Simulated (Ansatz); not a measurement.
# triplet CH5AlOSi at 6 levels

Wanted: a comparison of 6 runs (UHF/STO-3G, UB3LYP/6-31G*, U-r2SCAN0/def2-SVP, UB2PLYP/def2-SVP, UCAM-B3LYP/def2-SVP, UCCSD/def2-SVP) of triplet CH5AlOSi. 

The calculation is run with Ansatz 0.2.0.

118 further runs of the same task are left out: 1 that didn't finish, 117 set aside as unsound or not needed.

### 1 The system as given

CH5AlOSi has 9 atoms, charge 0, and is taken as a triplet. SMILES of the parent species: `[CH2]1O[SiH2][AlH]1`. Geometry: relaxed at PBE0-D4/def2-TZVP. That shape belongs to the parent species and isn't relaxed for this state.

Bond lengths: C1–O2 1.447 Å, O2–Si3 1.676 Å, C1–Al4 2.001 Å, Si3–Al4 2.424 Å, C1–H5 1.096 Å, C1–H6 1.096 Å, Si3–H7 1.493 Å, Si3–H8 1.493 Å, Al4–H9 1.591 Å. Some angles: C1–O2–Si3 113.4°, O2–C1–Al4 97.8°, O2–Si3–Al4 77.1°, C1–Al4–Si3 71.7°, O2–C1–H5 109.2°, O2–C1–H6 109.2°, Al4–C1–H5 116.8°, Al4–C1–H6 116.7°, O2–Si3–H7 111.1°, O2–Si3–H8 111.0°.

### 2 A single-point energy at UHF/STO-3G (run 1)

Input file run.yaml:

```yaml
crystal:
  periodic: [false, false, false]
  atoms:
    - {symbol: C, position_ang: [-0.309900, 1.022500, -0.653500]}
    - {symbol: O, position_ang: [0.621100, -0.021300, -1.022900]}
    - {symbol: Si, position_ang: [0.767800, -1.223900, 0.135800]}
    - {symbol: Al, position_ang: [-0.858800, 0.279300, 1.121100]}
    - {symbol: H, position_ang: [-1.090200, 1.097600, -1.420100]}
    - {symbol: H, position_ang: [0.213300, 1.986000, -0.643000]}
    - {symbol: H, position_ang: [2.177700, -1.338300, 0.615000]}
    - {symbol: H, position_ang: [0.422400, -2.560600, -0.433300]}
    - {symbol: H, position_ang: [-1.855100, 0.712400, 2.283700]}
basis:
  gaussian: {orbitals: STO-3G}
total_charge: 0
magnetization: {spin_polarized: true, initial_magnetization: 2}
hamiltonian: {xc: hf}
accuracy: high
output: {orbitals: {seedname: orbitals}}
```

On the command line:

```bash
ansatz run run.yaml --threads 1 --pin off --max-ram 3480MiB --events-out events.jsonl --progress --plain --runs-dir runs
```

The program printed:

```text
Warning: RAYON_NUM_THREADS=1 ignored (pool sized by the plan → 1); use --threads N
Functional definition: HF
  name "HF"
  exchange = exact_x
  correlation = 0
686 factors; integrals over basis functions are off by at most 2.5e-9 eV
mean field evaluation 1: about -17371.6073 eV, gradient 1.8e1 eV
mean field evaluation 2: about -17371.7732 eV, gradient 1.8e1 eV
mean field evaluation 4: about -17374.9486 eV, gradient 2.6e0 eV
mean field evaluation 8: about -17375.3410 eV, gradient 4.0e-1 eV
mean field evaluation 16: about -17375.3566 eV, gradient 1.1e-2 eV
mean field evaluation 32: about -17375.9452 eV, gradient 3.4e-6 eV
mean field evaluation 64: about -17375.7360 eV, gradient 6.4e-2 eV
mean field evaluation 96: about -17375.4127 eV, gradient 8.7e-1 eV
mean field evaluation 128: about -17375.0778 eV, gradient 5.7e0 eV
mean field evaluation 160: about -17371.0116 eV, gradient 1.5e1 eV
mean field evaluation 192: about -17375.3564 eV, gradient 6.4e-4 eV
mean field evaluation 224: about -17374.9247 eV, gradient 2.4e0 eV
mean field -17375.94516489 eV, -638.5542069710 hartree, gradient 2.5e-8 eV, S^2 2.035509; 6 other end points of the search recorded, 0 dependent functions left out
reference -17375.94516489 eV, -638.5542069710 hartree; 24, 22 occupied and 9, 11 virtual orbitals, 686 factors
Total energy: -17375.94516489 eV, -638.5542069710 hartree
```

It took 1.6 s on 1 thread of Intel Xeon 6975P-C (Granite Rapids), shared host.

### 3 A single-point energy at UB3LYP/6-31G(d) (Cartesian functions) (run 2)

Input file input.yaml:

```yaml
crystal:
  periodic: [false, false, false]
  atoms:
    - symbol: C
      position_ang: [-0.309900, 1.022500, -0.653500]
    - symbol: O
      position_ang: [0.621100, -0.021300, -1.022900]
    - symbol: Si
      position_ang: [0.767800, -1.223900, 0.135800]
    - symbol: Al
      position_ang: [-0.858800, 0.279300, 1.121100]
    - symbol: H
      position_ang: [-1.090200, 1.097600, -1.420100]
    - symbol: H
      position_ang: [0.213300, 1.986000, -0.643000]
    - symbol: H
      position_ang: [2.177700, -1.338300, 0.615000]
    - symbol: H
      position_ang: [0.422400, -2.560600, -0.433300]
    - symbol: H
      position_ang: [-1.855100, 0.712400, 2.283700]
basis:
  gaussian: {orbitals: "6-31G*"}
magnetization: {spin_polarized: true, initial_magnetization: 2}
hamiltonian: {xc: {name: B3LYP}}
accuracy: high
output: {orbitals: {seedname: orbitals}}
```

On the command line:

```bash
ansatz run input.yaml --threads 1 --pin off --max-ram 3480MiB --events-out events.jsonl --progress --plain --runs-dir runs
```

The program printed:

```text
Warning: RAYON_NUM_THREADS=1 ignored (pool sized by the plan → 1); use --threads N
Functional definition: B3LYP
  name "B3LYP"
  parameter a0 = 0.2
  parameter ax = 0.72
  parameter ac = 0.81
  exchange = (1 - a0 - ax)*slater_x + ax*b88_x + a0*exact_x
  correlation = (1 - ac)*vwn_rpa_c + ac*lyp_c
1756 factors; integrals over basis functions are off by at most 3.7e-9 eV
mean field evaluation 1: about -17630.8381 eV, gradient 3.5e1 eV
mean field evaluation 2: about -17596.5471 eV, gradient 9.1e1 eV
mean field evaluation 4: about -17635.7777 eV, gradient 8.1e0 eV
mean field evaluation 8: about -17636.2506 eV, gradient 4.7e-1 eV
mean field evaluation 16: about -17636.2531 eV, gradient 1.4e-2 eV
mean field evaluation 32: about -17636.2531 eV, gradient 9.5e-7 eV
mean field -17636.25313780 eV, -648.1203485324 hartree, gradient 4.5e-8 eV, S^2 2.002704; 5 other end points of the search recorded, 0 dependent functions left out
reference -17636.25318114 eV, -648.1203501253 hartree; 24, 22 occupied and 54, 56 virtual orbitals, 1756 factors
Total energy: -17636.25318114 eV, -648.1203501253 hartree
```

It took 15 s on 1 thread of Intel Xeon 6975P-C (Granite Rapids), shared host; peak memory 0.4 GiB.

Runs 3 to 5 aren't shown in full; the table further down has their settings and results.

### 4 The energy at UCCSD/def2-SVP (run 6)

Input file job.yaml:

```yaml
crystal:
  periodic: [false, false, false]
  atoms:
    - {symbol: C, position_ang: [-0.309900, 1.022500, -0.653500]}
    - {symbol: O, position_ang: [0.621100, -0.021300, -1.022900]}
    - {symbol: Si, position_ang: [0.767800, -1.223900, 0.135800]}
    - {symbol: Al, position_ang: [-0.858800, 0.279300, 1.121100]}
    - {symbol: H, position_ang: [-1.090200, 1.097600, -1.420100]}
    - {symbol: H, position_ang: [0.213300, 1.986000, -0.643000]}
    - {symbol: H, position_ang: [2.177700, -1.338300, 0.615000]}
    - {symbol: H, position_ang: [0.422400, -2.560600, -0.433300]}
    - {symbol: H, position_ang: [-1.855100, 0.712400, 2.283700]}
basis:
  gaussian: {orbitals: def2-SVP}
magnetization: {spin_polarized: true, initial_magnetization: 2}
correlation: {method: ccsd, frozen_orbitals: {Al: 5, C: 1, H: 0, O: 1, Si: 5}}
accuracy: high
scf: {omitted_lower_state_checks: [cluster_reference, increment]}
```

On the command line:

```bash
ansatz run job.yaml --threads 1 --pin off --max-ram 3480MiB --events-out events.jsonl --progress --plain --runs-dir runs
```

The program printed:

```text
Warning: RAYON_NUM_THREADS=1 ignored (pool sized by the plan → 1); use --threads N
[... 13 lines left out ...]
12 core orbitals not correlated: weight in the atoms' cores, before any rotation towards them, 1.000 or more for the frozen orbitals, at most 0.000 for the correlated occupied ones
[... 35 lines left out ...]
Total energy: -17595.02489875 eV, -646.6052386929 hartree
Checks for a lower state left out: cluster_reference, increment
```

Run time: 43 s. Hardware: 1 thread of Intel Xeon 6975P-C (Granite Rapids), shared host; peak memory 0.91 GiB.

### 5 All runs side by side

```csv
run,level,Cartesian functions,frozen core orbitals,energy (Eh),HOMO energy (eV),⟨S²⟩,wall time
1,UHF/STO-3G,no,–,-638.554207,-0.31,2.036,1.6 s
2,UB3LYP/6-31G* (Cartesian functions),yes,–,-648.120350,-3.69,2.003,15 s
3,U-r2SCAN0/def2-SVP,no,–,-647.721931,-4.33,2.006,26 s
4,UB2PLYP/def2-SVP,no,12,-647.486976,-4.65,2.004,14 s
5,UCAM-B3LYP/def2-SVP,no,–,-647.808911,-5.00,2.003,16 s
6,UCCSD/def2-SVP,no,12,-646.605239,–,2.011,43 s
```

### 6 What came out

| quantity | value |
| --- | --- |
| run 6: total energy | -646.60524 Eh |
| run 6: correlation energy (12 core orbitals frozen) | -511.8 mEh |
| run 6: ⟨S²⟩ of the reference determinant | 2.011 |
| run 6: T1 diagnostic | 0.019 |

Totals of different functionals can't be ranked against each other. In run 1 the basis is minimal, so the values are rough. All runs together took 1.9 min, the longest 43 s.
